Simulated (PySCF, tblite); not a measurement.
# C₅H₈N₂S: a rotation path, then NMR shifts on frames, part 2 of 2

tblite 0.8.0 and PySCF 2.14.0. Atoms count from 0. Earlier steps stand in the parts before.

## 5. NMR shieldings: image 5, PBE0/pcSseg-1

Job settings and geometry (Å):

```
{"job": {"kind": "nmr", "xc": "PBE0", "basis": "pcSseg-1", "pop": false}, "charge": 0, "multiplicity": 1}
C     -1.754900     0.183600    -0.962500
C     -1.199700    -0.780700     0.079900
C     -0.239800    -0.132700     1.083200
C      1.157300     0.097300     0.608100
C      1.623200     0.493500    -0.668300
N      2.923900     0.649700    -0.724800
S      3.555400     0.322600     0.733300
N      2.153900    -0.030200     1.463800
H     -2.480000    -0.326700    -1.592600
H     -0.973100     0.575700    -1.604700
H     -2.251200     1.023300    -0.480600
H     -0.706300    -1.620700    -0.412900
H     -2.043000    -1.181700     0.647100
H     -0.652300     0.830500     1.399900
H     -0.164800    -0.759800     1.974400
H      1.043900     0.665400    -1.554800
```

With the program's defaults for keys left out, this is: GIAO PBE0/pcSseg-1 NMR shielding, non-relativistic, gas phase.

Log:

```text
coarse grid: 14144 points
cycle   1  E = -702.3797675506  dE =  1.346e+00  |g| = 4.200e-01  |ddm| = 3.864e+00
cycle   2  E = -702.3648398571  dE =  1.493e-02  |g| = 4.958e-01  |ddm| = 8.834e-01
cycle   3  E = -702.4229427025  dE = -5.810e-02  |g| = 6.920e-02  |ddm| = 4.940e-01
cycle   4  E = -702.4237899853  dE = -8.473e-04  |g| = 3.817e-02  |ddm| = 1.119e-01
cycle   5  E = -702.4241467243  dE = -3.567e-04  |g| = 1.096e-02  |ddm| = 4.218e-02
cycle   6  E = -702.4241688510  dE = -2.213e-05  |g| = 4.904e-03  |ddm| = 1.199e-02
cycle   7  E = -702.4241742511  dE = -5.400e-06  |g| = 1.005e-03  |ddm| = 4.612e-03
final grid: 132752 points
cycle   8  E = -702.4714991367  dE = -2.975e-05  |g| = 9.988e-03  |ddm| = 3.064e-02
cycle   9  E = -702.4714705435  dE =  2.859e-05  |g| = 1.457e-02  |ddm| = 2.185e-02
cycle  10  E = -702.4715220293  dE = -5.149e-05  |g| = 2.281e-03  |ddm| = 1.482e-02
cycle  11  E = -702.4715232806  dE = -1.251e-06  |g| = 4.466e-04  |ddm| = 2.138e-03
cycle  12  E = -702.4715233162  dE = -3.551e-08  |g| = 2.208e-04  |ddm| = 5.763e-04
cycle  13  E = -702.4715233264  dE = -1.028e-08  |g| = 7.076e-05  |ddm| = 2.260e-04
cycle  14  E = -702.4715233274  dE = -9.622e-10  |g| = 2.528e-05  |ddm| = 7.600e-05
converged SCF energy = -702.4715233274

GIAO shielding tensors (ppm)
atom      isotropic    diamagn.    paramagn.     s11        s22        s33       span
  0 C      168.365     248.299     -79.934    154.629    164.933    185.532     30.904
  1 C      162.402     247.529     -85.128    155.706    159.446    172.054     16.348
  2 C      151.250     246.643     -95.393    141.807    149.187    162.756     20.949
  3 C       18.575     253.154    -234.579    -45.051     -9.703    110.478    155.529
  4 C       36.108     252.569    -216.461    -43.253     27.050    124.526    167.779
  5 N     -141.825     329.794    -471.619   -425.415   -204.954    204.894    630.309
  6 S       -9.522    1058.028   -1067.550   -199.977     73.782     97.630    297.607
  7 N     -125.314     323.864    -449.178   -385.482   -182.990    192.530    578.013
  8 H       30.149      28.747       1.402     25.694     27.206     37.546     11.852
  9 H       29.927      31.809      -1.883     24.227     29.746     35.807     11.581
 10 H       30.471      30.122       0.348     26.687     28.447     36.278      9.591
 11 H       29.988      31.447      -1.459     26.402     29.076     34.485      8.083
 12 H       29.723      30.237      -0.513     23.545     29.219     36.406     12.861
 13 H       28.956      30.629      -1.674     24.964     28.654     33.248      8.284
 14 H       27.858      30.415      -2.557     21.117     28.435     34.022     12.905
 15 H       22.907      32.012      -9.104     18.389     22.111     28.223      9.833
```

It took 21 s on 1 thread of Arm Neoverse V2, shared host; peak memory 0.89 GiB.

This run: δ C3 168.4, C4 150.8, C2 35.7, C1 24.5, H15 8.81, H14 3.86 ppm.

## 6. NMR shieldings: image 6, PBE0/pcSseg-1

Job settings and geometry (Å):

```
{"job": {"kind": "nmr", "xc": "PBE0", "basis": "pcSseg-1", "pop": false}, "charge": 0, "multiplicity": 1}
C     -1.676300     0.064400    -1.025400
C     -1.217000    -0.794500     0.146800
C     -0.257700    -0.079600     1.107600
C      1.133000     0.097500     0.596800
C      1.568700     0.769100    -0.571200
N      2.872200     0.784100    -0.709100
S      3.541300     0.006400     0.548700
N      2.151800    -0.366600     1.293300
H     -2.449700    -0.454500    -1.587000
H     -0.857600     0.273900    -1.706700
H     -2.086100     1.008900    -0.672800
H     -0.745300    -1.706100    -0.225200
H     -2.097200    -1.091200     0.721600
H     -0.664400     0.905700     1.353600
H     -0.183000    -0.654900     2.032400
H      0.959800     1.246400    -1.315000
```

With the program's defaults for keys left out, this is: GIAO PBE0/pcSseg-1 NMR shielding, non-relativistic, gas phase.

Log:

```text
coarse grid: 14144 points
cycle   1  E = -702.3814218464  dE =  1.345e+00  |g| = 4.195e-01  |ddm| = 3.854e+00
cycle   2  E = -702.3662944390  dE =  1.513e-02  |g| = 4.956e-01  |ddm| = 8.830e-01
cycle   3  E = -702.4245475455  dE = -5.825e-02  |g| = 6.980e-02  |ddm| = 4.957e-01
cycle   4  E = -702.4254137684  dE = -8.662e-04  |g| = 3.879e-02  |ddm| = 1.136e-01
cycle   5  E = -702.4257841963  dE = -3.704e-04  |g| = 1.103e-02  |ddm| = 4.262e-02
cycle   6  E = -702.4258070192  dE = -2.282e-05  |g| = 4.706e-03  |ddm| = 1.184e-02
cycle   7  E = -702.4258120284  dE = -5.009e-06  |g| = 8.843e-04  |ddm| = 4.436e-03
final grid: 132752 points
cycle   8  E = -702.4726045927  dE = -3.105e-05  |g| = 9.918e-03  |ddm| = 3.005e-02
cycle   9  E = -702.4725767814  dE =  2.781e-05  |g| = 1.432e-02  |ddm| = 2.161e-02
cycle  10  E = -702.4726275340  dE = -5.075e-05  |g| = 2.140e-03  |ddm| = 1.483e-02
cycle  11  E = -702.4726286820  dE = -1.148e-06  |g| = 4.013e-04  |ddm| = 2.095e-03
cycle  12  E = -702.4726287074  dE = -2.544e-08  |g| = 2.253e-04  |ddm| = 5.065e-04
cycle  13  E = -702.4726287179  dE = -1.044e-08  |g| = 7.041e-05  |ddm| = 2.222e-04
cycle  14  E = -702.4726287188  dE = -9.384e-10  |g| = 2.626e-05  |ddm| = 7.413e-05
converged SCF energy = -702.4726287188

GIAO shielding tensors (ppm)
atom      isotropic    diamagn.    paramagn.     s11        s22        s33       span
  0 C      169.473     248.414     -78.941    154.952    168.898    184.569     29.616
  1 C      161.511     247.148     -85.637    154.412    158.874    171.246     16.834
  2 C      150.877     246.527     -95.650    140.038    150.973    161.621     21.583
  3 C       19.340     253.543    -234.203    -44.854    -10.766    113.640    158.494
  4 C       34.588     252.884    -218.296    -45.335     27.340    121.760    167.095
  5 N     -141.395     329.596    -470.991   -422.674   -204.551    203.040    625.714
  6 S       -9.319    1058.000   -1067.319   -194.743     75.475     91.310    286.054
  7 N     -124.051     324.031    -448.082   -380.236   -182.083    190.165    570.402
  8 H       30.226      28.715       1.511     25.404     27.525     37.748     12.343
  9 H       29.992      31.843      -1.851     24.548     29.759     35.670     11.122
 10 H       30.566      30.441       0.125     27.185     28.253     36.260      9.075
 11 H       30.190      31.189      -0.999     25.905     29.545     35.119      9.214
 12 H       29.792      30.205      -0.413     23.674     29.180     36.521     12.848
 13 H       29.033      30.738      -1.706     26.104     27.566     33.429      7.325
 14 H       27.853      30.402      -2.549     21.612     28.010     33.938     12.326
 15 H       23.000      31.984      -8.984     18.956     22.098     27.946      8.990
```

It took 23 s on 1 thread of Arm Neoverse V2, shared host; peak memory 0.9 GiB.

Key values: δ C3 167.6, C4 152.3, C2 36.0, C1 25.4, H15 8.72, H14 3.86 ppm.

## 7. Shielding tensors: image 8, PBE0/pcSseg-1

Job settings and geometry (Å):

```
{"job": {"kind": "nmr", "xc": "PBE0", "basis": "pcSseg-1", "pop": false}, "charge": 0, "multiplicity": 1}
C     -1.501400    -0.168700    -1.092500
C     -1.244800    -0.798000     0.270900
C     -0.308800     0.054000     1.140300
C      1.054900     0.130400     0.547400
C      1.563200     1.164000    -0.275400
N      2.790100     0.947200    -0.684300
S      3.298500    -0.472000    -0.080300
N      1.937800    -0.832000     0.722700
H     -2.181800    -0.787600    -1.672800
H     -0.574100    -0.064100    -1.652200
H     -1.948300     0.817500    -0.980000
H     -0.800200    -1.787000     0.145200
H     -2.193000    -0.918400     0.798400
H     -0.715200     1.062500     1.239700
H     -0.233800    -0.399900     2.129800
H      1.049300     2.061000    -0.568500
```

Method: GIAO PBE0/pcSseg-1 NMR shielding, non-relativistic, gas phase.

Log:

```text
coarse grid: 14144 points
cycle   1  E = -702.3832652511  dE =  1.344e+00  |g| = 4.229e-01  |ddm| = 3.840e+00
cycle   2  E = -702.3657072474  dE =  1.756e-02  |g| = 5.078e-01  |ddm| = 8.888e-01
cycle   3  E = -702.4272733352  dE = -6.157e-02  |g| = 7.182e-02  |ddm| = 5.083e-01
cycle   4  E = -702.4281823765  dE = -9.090e-04  |g| = 4.090e-02  |ddm| = 1.172e-01
cycle   5  E = -702.4285910558  dE = -4.087e-04  |g| = 1.164e-02  |ddm| = 4.395e-02
cycle   6  E = -702.4286163324  dE = -2.528e-05  |g| = 4.881e-03  |ddm| = 1.207e-02
cycle   7  E = -702.4286214423  dE = -5.110e-06  |g| = 1.306e-03  |ddm| = 4.574e-03
final grid: 132752 points
cycle   8  E = -702.4752970177  dE = -3.849e-05  |g| = 1.016e-02  |ddm| = 3.505e-02
cycle   9  E = -702.4752653275  dE =  3.169e-05  |g| = 1.516e-02  |ddm| = 2.202e-02
cycle  10  E = -702.4753205064  dE = -5.518e-05  |g| = 2.576e-03  |ddm| = 1.504e-02
cycle  11  E = -702.4753220497  dE = -1.543e-06  |g| = 4.841e-04  |ddm| = 2.292e-03
cycle  12  E = -702.4753220925  dE = -4.282e-08  |g| = 2.339e-04  |ddm| = 6.271e-04
cycle  13  E = -702.4753221044  dE = -1.189e-08  |g| = 7.179e-05  |ddm| = 2.474e-04
cycle  14  E = -702.4753221053  dE = -9.825e-10  |g| = 2.791e-05  |ddm| = 7.722e-05
converged SCF energy = -702.4753221053

GIAO shielding tensors (ppm)
atom      isotropic    diamagn.    paramagn.     s11        s22        s33       span
  0 C      172.052     248.434     -76.382    158.810    172.659    184.687     25.877
  1 C      158.694     247.295     -88.601    148.477    156.957    170.647     22.170
  2 C      151.968     246.301     -94.333    137.302    154.939    163.662     26.359
  3 C       19.268     255.290    -236.022    -46.702    -11.409    115.916    162.618
  4 C       32.452     253.817    -221.365    -47.541     28.865    116.032    163.573
  5 N     -138.048     330.579    -468.626   -417.685   -201.587    205.129    622.814
  6 S      -27.247    1058.081   -1085.328   -202.025     56.533     63.752    265.778
  7 N     -123.201     325.254    -448.455   -389.390   -181.669    201.455    590.845
  8 H       30.594      28.898       1.696     25.694     27.648     38.438     12.744
  9 H       31.001      31.698      -0.697     25.548     32.489     34.966      9.418
 10 H       30.918      30.724       0.194     27.408     28.317     37.028      9.620
 11 H       29.989      31.156      -1.168     25.122     29.242     35.602     10.480
 12 H       29.876      30.109      -0.233     24.897     28.218     36.512     11.615
 13 H       28.989      31.406      -2.417     25.574     27.690     33.702      8.127
 14 H       28.147      29.745      -1.598     23.740     26.823     33.879     10.139
 15 H       23.305      31.850      -8.546     20.454     22.841     26.619      6.165
```

It took 23 s on 1 thread of Arm Neoverse V2, shared host; peak memory 0.89 GiB.

Key values: δ C3 167.7, C4 154.5, C2 35.0, C1 28.2, H15 8.41, H14 3.57 ppm.

## 8. Run by run: NMR shifts

Shifts (ppm) of some atoms, chosen among heavy atoms and hydrogens apart, with basis size and wall time:

```tsv
frame	C4	C1	C0	H11	H9	N5	S6	functions	time
image 0	152.6	28.3	14.7	1.53	0.66	409.4	522	183	26 s
image 2	150.7	23.5	14.6	2.17	0.82	408.2	525	183	20 s
image 5	150.8	24.5	18.6	1.73	1.79	409.6	513	183	21 s
image 6	152.3	25.4	17.5	1.53	1.72	409.1	513	183	23 s
image 8	154.5	28.2	14.9	1.73	0.72	405.8	531	183	23 s
```

## 9. Results

The summary covers parts 1 to 2.

| quantity | value |
| --- | --- |
| barrier | 0.105 eV (2.4 kcal/mol) at image 5 |
| end to end (GFN2-xTB) | 0.004 eV |
| 13C shifts against TMS (PBE0/pcSseg-1, image 0) | 168.4, 152.6, 35.0, 28.3, 14.7 ppm |
| 1H shifts against TMS (PBE0/pcSseg-1, image 0) | 8.49, 3.33, 3.09, 1.92, 1.53, 0.98, 0.86, 0.66 ppm |
| 15N shifts against NH3 (PBE0/pcSseg-1, image 0) | 409.4, 391.0 ppm |
| 33S shifts against CS2 (PBE0/pcSseg-1, image 0) | 522 ppm |
| surface potential, 1st and 99th percentile | -1.43 V and 1.21 V |
| range of the shift of S6 | 513 to 531 ppm |

What this shows: Along the band the dihedral turns by 171°, and the top (dihedral 37°) lies 2.4 kcal/mol above the start (GFN2-xTB, rough), so at room temperature this motion is fast. The top was not checked by a frequency run. Shifts at one fixed geometry are not the observed spectrum, which averages over the motion. In the first frame run (image 0): The widest tensor belongs to N5: span 631 ppm, with a paramagnetic part of -473 ppm. NICS(1)zz of -33 ppm above the planar ring from C3 marks a diatropic (aromatic) ring current. At PBE0/pcSseg-1, counted by nearest atom on the grid, the HOMO lies on S6 44 %; C3, C4 about 19 % each, the LUMO on N5, N7 about 25 % each; S6 23 %. Across the 5 runs the shift of S6 moves most, between 513 (image 6) and 531 ppm (image 8).
